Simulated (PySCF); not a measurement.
# C2H6NSb: a look at the electrons

For C2H6NSb, the scripts below find what binds its two fragments and compute its lowest excited states.

Method: levels as typed in each script, gas phase, geometry from start geometry of a pair search; program: PySCF 2.14.0.

## 1. Where the work starts

SMILES `CC#N.[SbH3]`, 10 atoms, charge 0, spin multiplicity 1.

Bond lengths: C1–C2 1.432 Å, C1–H4 1.089 Å, C1–H5 1.089 Å, C1–H6 1.089 Å, C2–N3 1.144 Å, Sb7–H8 1.690 Å, Sb7–H9 1.700 Å, Sb7–H10 1.694 Å. Angles: C2–C1–H4 108.4°, C2–C1–H5 109.2°, C2–C1–H6 110.5°, H4–C1–H5 109.3°, H4–C1–H6 109.6°, H5–C1–H6 109.7°, C1–C2–N3 178.3°, H8–Sb7–H9 88.3°, H8–Sb7–H10 88.7°, H9–Sb7–H10 87.3°.

Coordinates:

```xyz
10
charge 0, multiplicity 1
C    -3.3050    0.6982    0.0013
C    -2.3726   -0.3882   -0.0069
N    -1.6057   -1.2372    0.0038
H    -2.9487    1.4514    0.7030
H    -3.3584    1.1328   -0.9962
H    -4.2919    0.3527    0.3053
Sb    1.0431    0.0170    0.0107
H     0.3879    0.6632   -1.4072
H     2.2283    1.2343   -0.0418
H     0.0879    1.0972    0.9001
```

## 2. Binding of the two fragments (BP86/def2-svp)

input.py reads:

```python
import numpy as np
from pyscf import gto, scf, dft
from pyscf.scf import atom_ks, atom_hf
from scipy.linalg import block_diag
from pyscf.dispersion import dftd3

def solve(mol, dm0=None, hcore=None):
    mf = (dft.UKS if mol.spin else dft.RKS)(mol, xc='bp86')
    mf.grids.level = 3
    mf = mf.density_fit(auxbasis='def2-universal-jkfit')
    mf.conv_tol, mf.max_cycle = 1e-8, 80
    if hcore is not None:
        mf.get_hcore = lambda *args: hcore
    mf.kernel(dm0)
    if not mf.converged:
        mf = mf.newton().run(mf.mo_coeff, mf.mo_occ, max_cycle=30)
    assert mf.converged, 'SCF not converged'
    return mf

mol = gto.M(atom='''
C     -3.30498     0.69822     0.00130
C     -2.37262    -0.38821    -0.00692
N     -1.60571    -1.23723     0.00380
H     -2.94868     1.45138     0.70296
H     -3.35837     1.13284    -0.99617
H     -4.29185     0.35266     0.30527
Sb     1.04314     0.01704     0.01067
H      0.38794     0.66320    -1.40724
H      2.22834     1.23433    -0.04182
H      0.08789     1.09723     0.90008
''', basis='def2-svp', ecp={'Sb': 'def2-svp'}, charge=0, spin=0, verbose=4)
mol_a = gto.M(atom='''
C     -3.30498     0.69822     0.00130
C     -2.37262    -0.38821    -0.00692
N     -1.60571    -1.23723     0.00380
H     -2.94868     1.45138     0.70296
H     -3.35837     1.13284    -0.99617
H     -4.29185     0.35266     0.30527
ghost-Sb     1.04314     0.01704     0.01067
ghost-H      0.38794     0.66320    -1.40724
ghost-H      2.22834     1.23433    -0.04182
ghost-H      0.08789     1.09723     0.90008
''', basis='def2-svp', charge=0, spin=0, verbose=4)
mol_b = gto.M(atom='''
ghost-C     -3.30498     0.69822     0.00130
ghost-C     -2.37262    -0.38821    -0.00692
ghost-N     -1.60571    -1.23723     0.00380
ghost-H     -2.94868     1.45138     0.70296
ghost-H     -3.35837     1.13284    -0.99617
ghost-H     -4.29185     0.35266     0.30527
Sb     1.04314     0.01704     0.01067
H      0.38794     0.66320    -1.40724
H      2.22834     1.23433    -0.04182
H      0.08789     1.09723     0.90008
''', basis='def2-svp', ecp={'Sb': 'def2-svp'}, charge=0, spin=0, verbose=4)
ab, a, b = solve(mol), solve(mol_a), solve(mol_b)
e_int = ab.e_tot - a.e_tot - b.e_tot
print('counterpoise-corrected interaction energy / kcal/mol', e_int * 627.5095)
def disp(atoms, charge):
    m = gto.M(atom=atoms, charge=charge, basis='sto-3g', spin=None, unit='Bohr', verbose=0)
    return dftd3.DFTD3Dispersion(m, xc='bp86', version='d3bj').get_dispersion()['energy']
e_disp = disp(mol._atom, mol.charge) - disp(mol._atom[:6], mol_a.charge) - disp(mol._atom[6:], mol_b.charge)
print('D3(BJ) part / kcal/mol', e_disp * 627.5095)
# spherically averaged free atoms, for the promolecule
atom_ks.AtomSphAverageRKS.init_guess_by_vsap = lambda self, mol=None: self.init_guess_by_minao(mol)  # core potentials
atm = atom_ks.get_atm_nrks(mol, xc='bp86')
pro = block_diag(*[(atm[a[0]][2] * atm[a[0]][3]) @ atm[a[0]][2].T for a in mol._atom])
np.savez('result.npz', e_int=e_int, e_disp=e_disp, dm_a=a.make_rdm1(), dm_b=b.make_rdm1(), c=ab.mo_coeff, occ=ab.mo_occ, eps=ab.mo_energy, pro=pro, d=[f.dip_moment(verbose=0) for f in (ab, a, b)])
```

Command:

```sh
$ OMP_NUM_THREADS=1 python input.py
```

## 4. Excited states (BHandHLYP/def2-svp)

input.py reads:

```python
import numpy as np
from pyscf import gto, scf, dft, tdscf
from pyscf.scf import atom_ks, atom_hf
from scipy.linalg import block_diag

def solve(mol, dm0=None, hcore=None):
    mf = (dft.UKS if mol.spin else dft.RKS)(mol, xc='bhandhlyp')
    mf.grids.level = 3
    mf = mf.density_fit(auxbasis='def2-universal-jkfit')
    mf.conv_tol, mf.max_cycle = 1e-8, 80
    if hcore is not None:
        mf.get_hcore = lambda *args: hcore
    mf.kernel(dm0)
    if not mf.converged:
        mf = mf.newton().run(mf.mo_coeff, mf.mo_occ, max_cycle=30)
    assert mf.converged, 'SCF not converged'
    return mf

mol = gto.M(atom='''
C     -3.30498     0.69822     0.00130
C     -2.37262    -0.38821    -0.00692
N     -1.60571    -1.23723     0.00380
H     -2.94868     1.45138     0.70296
H     -3.35837     1.13284    -0.99617
H     -4.29185     0.35266     0.30527
Sb     1.04314     0.01704     0.01067
H      0.38794     0.66320    -1.40724
H      2.22834     1.23433    -0.04182
H      0.08789     1.09723     0.90008
''', basis='def2-svp', ecp={'Sb': 'def2-svp'}, charge=0, spin=0, verbose=4)
mf = solve(mol)
td = mf.TDA()
td.nstates, td.singlet, td.conv_tol = 5, True, 1e-5
td.kernel()
td.analyze()
x, y = np.array([p[0] for p in td.xy]), np.array([p[1] + 0 * p[0] for p in td.xy])
f, mu = td.oscillator_strength(), td.transition_dipole()
nto = [td.get_nto(state=i + 1, verbose=4) for i in range(len(td.e))]
# spherically averaged free atoms, for the promolecule
atom_ks.AtomSphAverageRKS.init_guess_by_vsap = lambda self, mol=None: self.init_guess_by_minao(mol)  # core potentials
atm = atom_ks.get_atm_nrks(mol, xc='bhandhlyp')
pro = block_diag(*[(atm[a[0]][2] * atm[a[0]][3]) @ atm[a[0]][2].T for a in mol._atom])
np.savez('result.npz', e=td.e, f=f, ok=td.converged, w=[n[0] for n in nto], nto=[n[1] for n in nto], x=x, y=y, c=mf.mo_coeff, occ=mf.mo_occ, eps=mf.mo_energy, pro=pro, mu=mu)
```

(Steps that only read results are left out.)

Before running it: what results should come out? Wanted: interaction energy, counterpoise; lowest singlet excitation.

As calculated:

| quantity | value |
| --- | --- |
| interaction energy, counterpoise (BP86/def2-svp) | +2.5 kcal/mol |
| lowest singlet excitation (BHandHLYP/def2-svp) | 6.55 eV |

The counterpoise-corrected interaction energy of the frozen fragments is +2.5 kcal/mol without dispersion correction and −0.9 kcal/mol with D3(BJ). All values hold at the given geometry, in the gas phase.
